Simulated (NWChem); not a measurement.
# One shape, several levels: C9H6N2 (SMILES C=N/C(C#CC)=C\C#CC#N)

Wanted: a comparison of 4 runs (HF/STO-3G, HF/3-21G, SVWN5/LANL2DZ, B3LYP/6-31G*) of C9H6N2. 

The results are computed with NWChem 7.3.0.

## 1. The structure to begin with

C9H6N2 has 17 atoms, charge 0, and is taken as a singlet. As SMILES, `C=N/C(C#CC)=C\C#CC#N`. The shape is that of a GFN2-xTB optimisation. This is one conformer, not always the lowest.

Bond lengths: C1–N2 1.255 Å, N2–C3 1.379 Å, C3–C4 1.415 Å, C4–C5 1.205 Å, C5–C6 1.442 Å, C3–C7 1.362 Å, C7–C8 1.387 Å, C8–C9 1.217 Å, C9–C10 1.355 Å, C10–N11 1.152 Å, C1–H12 1.094 Å, C1–H13 1.080 Å, C6–H14 1.090 Å, C6–H15 1.090 Å, C6–H16 1.090 Å, C7–H17 1.081 Å. Some angles: C1–N2–C3 124.6°, N2–C3–C4 119.3°, N2–C3–C7 119.8°, C4–C3–C7 120.8°, C3–C4–C5 176.0°, C4–C5–C6 177.8°, C3–C7–C8 122.8°, C7–C8–C9 179.5°, C8–C9–C10 179.8°, C9–C10–N11 179.7°.

## 2. Energy and gradient at HF/STO-3G (run 1)

Contents of test.nw:

```
start test
title "C9H6N2 gradient"
memory 2900 mb

geometry noautosym nocenter noautoz
   C     -0.211250     2.273420     0.024980
   N     -0.692840     1.200140    -0.412780
   C     -0.197420    -0.054740    -0.125940
   C      1.203040    -0.250100    -0.068260
   C      2.404100    -0.333120    -0.026310
   C      3.836450    -0.485890     0.034240
   C     -1.053480    -1.102840     0.025660
   C     -2.432330    -0.957820    -0.011580
   C     -3.642860    -0.841340    -0.046590
   C     -4.990760    -0.712250    -0.081840
   N     -6.137260    -0.602780    -0.106220
   H      0.609130     2.340560     0.745040
   H     -0.651570     3.199640    -0.314460
   H      4.310940     0.482510     0.191120
   H      4.201310    -0.910700    -0.901010
   H      4.107090    -1.152810     0.852760
   H     -0.662290    -2.091860     0.221170
end

basis spherical bse
   * library STO-3G
end

scf
   thresh 1e-08
   maxiter 80
end

task scf gradient
```

Run with:

```
$ nwchem test.nw > test.out
```

What it wrote:

```text
[...]
  functions       =    61
[...]
  wavefunction    = RHF
[...]
         Total SCF energy =   -447.356281707721
      One-electron energy =  -1501.660052792213
      Two-electron energy =    603.420890444490
 Nuclear repulsion energy =    450.882880640002
        Time for solution =     20.5s
[...]
                         RHF ENERGY GRADIENTS
    atom               coordinates                        gradient
                 x          y          z           x          y          z
   1 C      -0.399205   4.296141   0.047205   -0.016714  -0.011377  -0.017234
   2 N      -1.309278   2.267936  -0.780041    0.047326  -0.036979   0.034817
   3 C      -0.373070  -0.103444  -0.237992    0.018422   0.076195  -0.019073
   4 C       2.273416  -0.472620  -0.128993   -0.119373   0.005238  -0.005362
   5 C       4.543090  -0.629506  -0.049719    0.119651  -0.005479   0.003564
   6 C       7.249839  -0.918199   0.064704   -0.030821   0.002556  -0.000417
   7 C      -1.990789  -2.084065   0.048490   -0.060248  -0.015699   0.000350
   8 C      -4.596437  -1.810017  -0.021883    0.140019  -0.013818   0.005476
   9 C      -6.884007  -1.589902  -0.088042   -0.137807   0.013426  -0.004053
  10 C      -9.431169  -1.345957  -0.154655    0.021528  -0.002102   0.000340
  11 N     -11.597740  -1.139089  -0.200727    0.029472  -0.002809   0.000839
[...]
```

Wall time 24 s (1 thread of Intel Xeon Platinum 8488C (Sapphire Rapids), shared host); peak memory 0.097 GiB.

## 3. Energy and forces at HF/3-21G (run 2)

Contents of c9h6n2.nw:

```
start c9h6n2
title "C9H6N2 gradient"
memory stack 1160 mb heap 290 mb global 1450 mb
charge 0

geometry noautosym nocenter noautoz
  C     -0.211250     2.273420     0.024980
  N     -0.692840     1.200140    -0.412780
  C     -0.197420    -0.054740    -0.125940
  C      1.203040    -0.250100    -0.068260
  C      2.404100    -0.333120    -0.026310
  C      3.836450    -0.485890     0.034240
  C     -1.053480    -1.102840     0.025660
  C     -2.432330    -0.957820    -0.011580
  C     -3.642860    -0.841340    -0.046590
  C     -4.990760    -0.712250    -0.081840
  N     -6.137260    -0.602780    -0.106220
  H      0.609130     2.340560     0.745040
  H     -0.651570     3.199640    -0.314460
  H      4.310940     0.482510     0.191120
  H      4.201310    -0.910700    -0.901010
  H      4.107090    -1.152810     0.852760
  H     -0.662290    -2.091860     0.221170
end

basis spherical bse
  C library 3-21G
  N library 3-21G
  H library 3-21G
end

scf
  thresh 1e-08
  maxiter 80
end

task scf gradient
```

Run with:

```
$ nwchem c9h6n2.nw > c9h6n2.out
```

What it wrote:

```text
[...]
  functions       =   111
[...]
  wavefunction    = RHF
[...]
         Total SCF energy =   -450.500876254513
      One-electron energy =  -1501.146881297849
      Two-electron energy =    599.763124403335
 Nuclear repulsion energy =    450.882880640002
        Time for solution =     23.3s
[...]
                         RHF ENERGY GRADIENTS
    atom               coordinates                        gradient
                 x          y          z           x          y          z
   1 C      -0.399205   4.296141   0.047205   -0.002296  -0.009715  -0.004397
   2 N      -1.309278   2.267936  -0.780041    0.007680  -0.015826   0.002856
   3 C      -0.373070  -0.103444  -0.237992    0.019043   0.042306  -0.000828
   4 C       2.273416  -0.472620  -0.128993   -0.044502  -0.000678  -0.005558
   5 C       4.543090  -0.629506  -0.049719    0.050244   0.000661   0.001428
   6 C       7.249839  -0.918199   0.064704   -0.014874   0.000344   0.000095
   7 C      -1.990789  -2.084065   0.048490   -0.038875  -0.010429  -0.002814
   8 C      -4.596437  -1.810017  -0.021883    0.076573  -0.009406   0.005534
   9 C      -6.884007  -1.589902  -0.088042   -0.063287   0.007418  -0.002492
  10 C      -9.431169  -1.345957  -0.154655    0.033701  -0.003325   0.000408
  11 N     -11.597740  -1.139089  -0.200727   -0.023631   0.002299  -0.000260
[...]
```

Run time: 27 s. Hardware: 1 thread of Intel Xeon Platinum 8488C (Sapphire Rapids), shared host; peak memory 0.1 GiB.

Run 3 isn't shown in full; the table further down has it.

## 4. Energy and gradient at B3LYP/6-31G(d) (Cartesian functions) (run 4)

Contents of nw.nw:

```
start nw
title "C9H6N2"
memory 2900 mb
geometry units atomic noautosym nocenter noautoz
  C  -0.39920464  4.29614117  0.04720536
  N  -1.30927785  2.26793591 -0.78004115
  C  -0.37306973 -0.10344361 -0.23799211
  C   2.27341612 -0.47262050 -0.12899271
  C   4.54309058 -0.62950557 -0.04971869
  C   7.24983979 -0.91819903  0.06470422
  C  -1.99078868 -2.08406556  0.04849037
  C  -4.59643754 -1.81001748 -0.02188303
  C  -6.88400771 -1.58990218 -0.08804234
  C  -9.43116955 -1.34595743 -0.15465519
  N  -11.59774056 -1.13908911 -0.20072671
  H   1.15108887  4.42301738  1.40792155
  H  -1.23128885  6.04644330 -0.59424328
  H   8.14649594  0.91181175  0.36116446
  H   7.93932526 -1.72097358 -1.70266214
  H   7.76127527 -2.17849517  1.61148285
  H  -1.25154672 -3.95304249  0.41795073
end
basis cartesian
  C library 6-31G*
  N library 6-31G*
  H library 6-31G*
end
dft
  xc b3lyp
  grid fine
  convergence energy 1e-08
  maxiter 100
  mulliken
  noprint "final vectors analysis"
end
task dft gradient
```

Run with:

```
$ nwchem nw.nw > nw.out
```

What it wrote:

```text
[...]
          Wavefunction type:  closed shell.
          No. of atoms     :    17
          No. of electrons :    74
[...]
          Charge           :     0
          Spin multiplicity:     1
[...]
          AO basis - number of functions:   177
[...]
              XC Information
              --------------
                         B3LYP Method XC Potential
                     Hartree-Fock (Exact) Exchange  0.200
                        Slater Exchange Functional  0.800 local
                    Becke 1988 Exchange Functional  0.720 non-local
              Lee-Yang-Parr Correlation Functional  0.810
                  VWN I RPA Correlation Functional  0.190 local
[...]
 d= 0,ls=0.0,diis     1   -455.6997951842 -9.07D+02  3.01D-02  1.71D+00    11.4
[...]
 d= 0,ls=0.0,diis    13   -455.8900913187 -4.20D-09  3.41D-07  2.51D-09   127.2
         Total DFT energy =     -455.890091318687
      One electron energy =    -1507.061660325836
           Coulomb energy =      665.025419732462
    Exchange-Corr. energy =      -64.736698764196
 Nuclear repulsion energy =      450.882848038883
[...]
  wavefunction    = closed shell
[...]
```

It took 2.5 min on 1 thread of Intel Xeon Platinum 8488C (Sapphire Rapids), shared host; peak memory 0.14 GiB.

## 5. All runs side by side

| run | level | task | SCF convergence threshold | energy (Eh) | dipole moment (D) | HOMO energy (eV) | LUMO energy (eV) | wall time |
| --- | --- | --- | --- | --- | --- | --- | --- | --- |
| 1 | HF/STO-3G | gradient | 1e-08 | -447.356282 | 6.36 | -6.69 | 3.97 | 24 s |
| 2 | HF/3-21G | gradient | 1e-08 | -450.500876 | 8.38 | -8.54 | 1.03 | 27 s |
| 3 | SVWN5/LANL2DZ (SMD diethyl ether) | nmr | – | -451.743868 | 11.31 | -5.83 | -3.52 | 5.3 min |
| 4 | B3LYP/6-31G* (Cartesian functions) | gradient | 1e-08 | -455.890091 | 8.17 | – | – | 2.5 min |

## 6. Results

| quantity | value |
| --- | --- |
| run 4: total energy | -455.89009 Eh |
| run 4: dipole moment | 8.17 D |
| run 4: largest force on an atom | 2.193 eV/Å |

The dipole moment (its size) runs from 6.36 D (HF/STO-3G) to 11.31 D (SVWN5/LANL2DZ). The two ends differ in method and basis and solvent. Over runs 1, 2, 3 the HOMO–LUMO gap runs from 2.31 eV (SVWN5/LANL2DZ) to 10.66 eV (HF/STO-3G). Totals of different functionals can't be ranked against each other. In run 1 the basis is minimal, so the values are rough. All runs together took 8.6 min, the longest 5.3 min.
